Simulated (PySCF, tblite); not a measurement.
**C6H6O: dynamics, then NMR shifts on frames, part 1 of 2**

How do NMR shifts of C6H6O (`O[C@@]12C=C[C@H]3[C@@H]1[C@H]32`) change as the atoms move?

Computed with tblite 0.8.0 and PySCF 2.14.0, with density-fitted response routines of our own, on a single molecule in the gas phase. Atoms count from 0, in the outputs and in this text.

## 1. Starting geometry

13 atoms, charge 0, multiplicity 1; geometry from: GFN2-xTB.

Bonds of the start (Å): O0–C1 1.38, C1–C2 1.50, C2–C3 1.33, C3–C4 1.49, C4–C5 1.52, C5–C6 1.46, C5–C1 1.53, C6–C1 1.51, C6–C4 1.52, O0–H7 0.96, C2–H8 1.07, C3–H9 1.07, C4–H10 1.08, C5–H11 1.07, C6–H12 1.07.

## 2. A short Langevin run with GFN2-xTB

Job settings and geometry (Å):

```
{"job": {"kind": "md", "xc": "GFN2-xTB", "basis": "xTB", "temperature": 300, "steps": 2000, "every": 50, "frames": 5}, "charge": 0, "multiplicity": 1}
O      2.158908    -0.450471     0.196182
C      0.822996    -0.118589     0.113155
C      0.297649     1.223557     0.512145
C     -1.018559     1.153847     0.335362
C     -1.283910    -0.221038    -0.170050
C     -0.087941    -0.682291    -0.978560
C     -0.236964    -1.161008     0.394414
H      2.671288     0.175943    -0.327123
H      0.911707     2.028237     0.864984
H     -1.771576     1.898560     0.499738
H     -2.279227    -0.568160    -0.397836
H      0.056090    -1.158116    -1.925650
H     -0.244850    -2.119986     0.865511
```

With the program's defaults for keys left out, this is: GFN2-xTB Langevin dynamics, gas phase.

The run is started by

```sh
> OMP_NUM_THREADS=1 python probes_run.py task.json out
```

This one command runs all jobs of the session in turn.

Output:

```text
t/fs     T/K      E/eV
    0.0   250.0   -540.45967
   25.0   207.2   -540.21517
   50.0   200.5   -540.12156
   75.0   117.6   -540.04009
  100.0   187.5   -540.24340
  125.0   149.4   -540.22108
  150.0   203.9   -540.12629
  175.0   226.5   -540.12298
  200.0   199.1   -540.08705
  225.0   255.6   -540.13895
  250.0   278.8   -540.24335
  275.0   265.2   -540.08625
  300.0   237.1   -540.04927
  325.0   273.0   -540.07507
  350.0   246.4   -539.99147
  375.0   438.3   -540.18290
  400.0   300.9   -539.78295
  425.0   344.6   -539.86799
  450.0   396.6   -539.91956
  475.0   332.9   -539.79657
  500.0   441.7   -539.94952
  525.0   266.7   -539.87066
  550.0   413.3   -539.94996
  575.0   509.8   -540.00485
  600.0   376.6   -539.85755
  625.0   394.9   -540.00704
  650.0   315.4   -539.90891
  675.0   369.7   -539.94885
  700.0   301.2   -539.69652
  725.0   422.3   -539.93251
  750.0   418.5   -540.02706
  775.0   238.4   -539.88149
  800.0   254.1   -540.08015
  825.0   203.9   -540.07551
  850.0   362.0   -540.10423
  875.0   216.8   -539.77068
  900.0   352.4   -539.92740
  925.0   445.9   -540.04951
  950.0   331.9   -540.00406
  975.0   259.3   -539.93935
 1000.0   265.4   -539.70899
```

Wall time 14 s (1 thread of Intel Xeon Platinum 8259CL at 2.50GHz, shared host); peak memory 0.18 GiB.

Distance from the start (root mean square after alignment): 0 fs 0.00 Å, 200 fs 0.21 Å, 400 fs 0.30 Å, 600 fs 0.42 Å, 800 fs 0.36 Å, 1000 fs 0.29 Å.

Positions (Å) and forces (eV/Å) at 1000 fs:

```xyz
13

O     1.027   -1.267   -0.067   -0.379   -0.679    1.062
C    -0.150   -0.662    0.266   -2.137   -1.125    0.893
C    -0.676   -0.648    1.710   -0.530   -0.044   -0.100
C    -1.963   -0.285    1.589    0.614   -0.409   -0.605
C    -2.282   -0.170    0.128    0.911    1.779    1.560
C    -0.956    0.334   -0.537    0.618    0.726    0.508
C    -1.407   -1.061   -0.588    1.125   -1.129   -2.953
H     1.576   -0.736   -0.599    0.846    1.073   -0.929
H    -0.172   -0.973    2.628   -0.083    0.396   -0.860
H    -2.742   -0.110    2.269   -0.343    0.017    0.977
H    -3.251    0.156   -0.198   -0.058    0.050   -0.200
H    -0.523    1.275   -0.918   -0.987   -1.045   -0.445
H    -1.602   -1.675   -1.500    0.402    0.389    1.091
```

## 3. Nuclear shieldings: 250 fs, PBE0/pcSseg-1

Job settings and geometry (Å):

```
{"job": {"kind": "nmr", "xc": "PBE0", "basis": "pcSseg-1", "pop": false}, "charge": 0, "multiplicity": 1}
O      1.867400    -0.624700     0.265700
C      0.516300    -0.215600     0.270000
C     -0.014000     1.076500     0.816900
C     -1.360500     1.006900     0.610100
C     -1.577200    -0.277000    -0.096900
C     -0.361900    -0.607600    -0.931000
C     -0.492400    -1.335100     0.352700
H      2.354800     0.223300     0.125200
H      0.599200     1.830100     1.289900
H     -2.078300     1.750500     0.928100
H     -2.538500    -0.613800    -0.433800
H     -0.165100    -0.866200    -1.941900
H     -0.436200    -2.352300     0.688000
```

Method: GIAO PBE0/pcSseg-1 NMR shielding, non-relativistic, gas phase.

Output:

```text
coarse grid: 11328 points
cycle   1  E = -306.8207128313  dE =  1.434e+00  |g| = 6.109e-01  |ddm| = 3.510e+00
cycle   2  E = -306.7777891668  dE =  4.292e-02  |g| = 8.058e-01  |ddm| = 1.315e+00
cycle   3  E = -306.8943749694  dE = -1.166e-01  |g| = 8.995e-02  |ddm| = 8.255e-01
cycle   4  E = -306.8958355850  dE = -1.461e-03  |g| = 3.730e-02  |ddm| = 1.216e-01
cycle   5  E = -306.8961282557  dE = -2.927e-04  |g| = 1.308e-02  |ddm| = 4.369e-02
cycle   6  E = -306.8961667536  dE = -3.850e-05  |g| = 4.454e-03  |ddm| = 1.665e-02
cycle   7  E = -306.8961715197  dE = -4.766e-06  |g| = 7.365e-04  |ddm| = 4.796e-03
final grid: 110688 points
cycle   8  E = -306.9487696547  dE = -3.137e-05  |g| = 1.031e-02  |ddm| = 4.242e-02
cycle   9  E = -306.9487456486  dE =  2.401e-05  |g| = 1.527e-02  |ddm| = 2.707e-02
cycle  10  E = -306.9487925623  dE = -4.691e-05  |g| = 1.041e-03  |ddm| = 1.568e-02
cycle  11  E = -306.9487927850  dE = -2.227e-07  |g| = 1.945e-04  |ddm| = 1.118e-03
cycle  12  E = -306.9487927915  dE = -6.528e-09  |g| = 6.106e-05  |ddm| = 2.768e-04
cycle  13  E = -306.9487927923  dE = -7.342e-10  |g| = 2.552e-05  |ddm| = 8.631e-05
converged SCF energy = -306.9487927923

GIAO shielding tensors (ppm)
atom      isotropic    diamagn.    paramagn.     s11        s22        s33       span
  0 O      268.056     386.961    -118.904    241.241    258.834    304.094     62.852
  1 C      107.501     238.807    -131.306     60.920     83.925    177.657    116.738
  2 C       40.135     251.367    -211.232    -69.779     55.173    135.012    204.791
  3 C       41.786     250.453    -208.668    -79.952     53.532    151.777    231.728
  4 C      156.159     252.799     -96.640    120.833    134.922    212.723     91.890
  5 C      120.671     248.414    -127.743     -4.215    165.958    200.270    204.485
  6 C      121.258     250.824    -129.567     -4.086    169.654    198.206    202.292
  7 H       29.470      30.064      -0.594     20.380     27.191     40.839     20.459
  8 H       25.233      29.986      -4.753     24.265     25.615     25.819      1.554
  9 H       25.163      29.845      -4.682     23.563     25.029     26.896      3.334
 10 H       30.413      31.337      -0.924     24.803     27.181     39.256     14.453
 11 H       27.332      32.085      -4.754     21.536     26.882     33.577     12.041
 12 H       26.894      32.104      -5.210     20.816     26.166     33.699     12.883
```

Wall time 20 s (1 thread of Intel Xeon Platinum 8259CL at 2.50GHz, shared host); peak memory 0.71 GiB.

The references, computed at this level on geometries of the same kind, shield at (ppm): 1H TMS 31.72, 13C TMS 186.9, 17O H2O 336.1. Their shielding less the atom's gives the shift. The references are single molecules in the gas phase, so shifts against H2O, NH3, PH3, H3PO4 or CFCl3 are not on the usual liquid scales and can be off by tens of ppm. Each atom is listed at this fixed geometry, with no averaging over motion; a spectrum would average atoms that exchange fast.

```
atoms                               environment  σ (ppm)  δ (ppm)
   C2                                 alkene CH     40.1    146.8
   C3                                 alkene CH     41.8    145.1
   C1                three-membered-ring carbon    107.5     79.4
   C5                three-membered-ring carbon    120.7     66.3
   C6                three-membered-ring carbon    121.3     65.7
   C4                three-membered-ring carbon    156.2     30.8
   H9                  hydrogen on an alkene CH    25.16     6.55
   H8                  hydrogen on an alkene CH    25.23     6.48
  H12  hydrogen on a three-membered-ring carbon    26.89     4.82
  H11  hydrogen on a three-membered-ring carbon    27.33     4.39
   H7             hydrogen on an alcohol oxygen    29.47     2.25
  H10  hydrogen on a three-membered-ring carbon    30.41     1.30
   O0                            alcohol oxygen    268.1     68.0
```

Ring of atoms C1, C2, C3, C4, C5: NICS(0) -9.9, NICS(1) -7.0, NICS(1)zz -0.5 ppm (means of both faces; NICS(1) differs between them: -2.8 and -11.1). The ring holds saturated atoms, so no π current runs round it: these values come from its σ bonds, any local π bonds and neighbouring rings, and say nothing of aromaticity.

Ring of atoms C1, C5, C6: NICS(0) -38.6, NICS(1) -11.4, NICS(1)zz -22.1 ppm (means of both faces; NICS(1) differs between them: -17.4 and -5.5). The ring holds saturated atoms, so no π current runs round it: these values come from its σ bonds, any local π bonds and neighbouring rings, and say nothing of aromaticity.

The two faces differ (NICS(1)zz -26.8 and -17.4 ppm, in the same order).

In rings of three or four atoms NICS is ruled by the nearby σ bonds, so it says little on aromaticity.

Ring of atoms C4, C5, C6: NICS(0) -39.3, NICS(1) -12.4, NICS(1)zz -24.5 ppm (means of both faces; NICS(1) differs between them: -7.6 and -17.3). The ring holds saturated atoms, so no π current runs round it: these values come from its σ bonds, any local π bonds and neighbouring rings, and say nothing of aromaticity.

The two faces differ (NICS(1)zz -21.7 and -27.3 ppm, in the same order).

In rings of three or four atoms NICS is ruled by the nearby σ bonds, so it says little on aromaticity.

## 4. Shielding tensors: 425 fs, PBE0/pcSseg-1

Job settings and geometry (Å):

```
{"job": {"kind": "nmr", "xc": "PBE0", "basis": "pcSseg-1", "pop": false}, "charge": 0, "multiplicity": 1}
O      1.561000    -0.772500     0.324800
C      0.227000    -0.494300     0.543900
C     -0.199600     0.320800     1.696000
C     -1.516700     0.551100     1.409700
C     -1.850900    -0.361000     0.205600
C     -0.654600    -0.237100    -0.648000
C     -0.835300    -1.469800     0.175100
H      1.995800    -0.592900     1.154200
H      0.426100     0.988600     2.305100
H     -2.324500     1.051600     1.954000
H     -2.845100    -0.529800    -0.198200
H     -0.300300    -0.171100    -1.640200
H     -0.676900    -2.468900    -0.264400
```

With the program's defaults for keys left out, this is: GIAO PBE0/pcSseg-1 NMR shielding, non-relativistic, gas phase.

Output:

```text
coarse grid: 11328 points
cycle   1  E = -306.8073992809  dE =  1.602e+00  |g| = 6.106e-01  |ddm| = 3.491e+00
cycle   2  E = -306.7748673100  dE =  3.253e-02  |g| = 7.684e-01  |ddm| = 1.323e+00
cycle   3  E = -306.8805562412  dE = -1.057e-01  |g| = 7.651e-02  |ddm| = 8.005e-01
cycle   4  E = -306.8815118602  dE = -9.556e-04  |g| = 3.518e-02  |ddm| = 1.108e-01
cycle   5  E = -306.8817722530  dE = -2.604e-04  |g| = 1.105e-02  |ddm| = 4.207e-02
cycle   6  E = -306.8817969170  dE = -2.466e-05  |g| = 5.132e-03  |ddm| = 1.526e-02
cycle   7  E = -306.8818034225  dE = -6.506e-06  |g| = 6.748e-04  |ddm| = 5.084e-03
final grid: 110688 points
cycle   8  E = -306.9339015571  dE = -2.698e-05  |g| = 1.011e-02  |ddm| = 3.651e-02
cycle   9  E = -306.9338791297  dE =  2.243e-05  |g| = 1.479e-02  |ddm| = 2.487e-02
cycle  10  E = -306.9339235870  dE = -4.446e-05  |g| = 8.682e-04  |ddm| = 1.458e-02
cycle  11  E = -306.9339237397  dE = -1.527e-07  |g| = 2.620e-04  |ddm| = 1.067e-03
cycle  12  E = -306.9339237498  dE = -1.008e-08  |g| = 1.590e-04  |ddm| = 3.751e-04
cycle  13  E = -306.9339237560  dE = -6.244e-09  |g| = 2.963e-05  |ddm| = 1.611e-04
cycle  14  E = -306.9339237562  dE = -1.866e-10  |g| = 7.236e-06  |ddm| = 3.683e-05
converged SCF energy = -306.9339237562

GIAO shielding tensors (ppm)
atom      isotropic    diamagn.    paramagn.     s11        s22        s33       span
  0 O      284.225     387.500    -103.275    238.669    287.600    326.405     87.737
  1 C      107.786     240.053    -132.267     73.198     84.141    166.019     92.821
  2 C       42.514     256.033    -213.519    -70.057     56.237    141.361    211.418
  3 C       25.499     249.685    -224.186    -92.651     31.322    137.827    230.478
  4 C      150.779     258.016    -107.237    125.555    133.202    193.578     68.023
  5 C      134.939     242.263    -107.324      4.966    191.739    208.114    203.148
  6 C      148.191     256.838    -108.647     47.253    184.185    213.135    165.883
  7 H       30.335      31.584      -1.249     20.879     27.274     42.851     21.972
  8 H       25.044      29.380      -4.336     24.161     25.363     25.610      1.449
  9 H       24.624      29.107      -4.483     23.390     24.792     25.691      2.300
 10 H       29.378      31.620      -2.242     24.203     26.082     37.848     13.645
 11 H       28.654      31.257      -2.603     22.499     26.899     36.565     14.065
 12 H       28.177      31.762      -3.585     22.825     24.982     36.723     13.898
```

Wall time 19 s (1 thread of Intel Xeon Platinum 8259CL at 2.50GHz, shared host); peak memory 0.73 GiB.

Key values: δ C3 161.4, C2 144.4, C1 79.1, C5 52.0, H9 7.09, H8 6.67 ppm.

(Continued in part 2 of 2.)
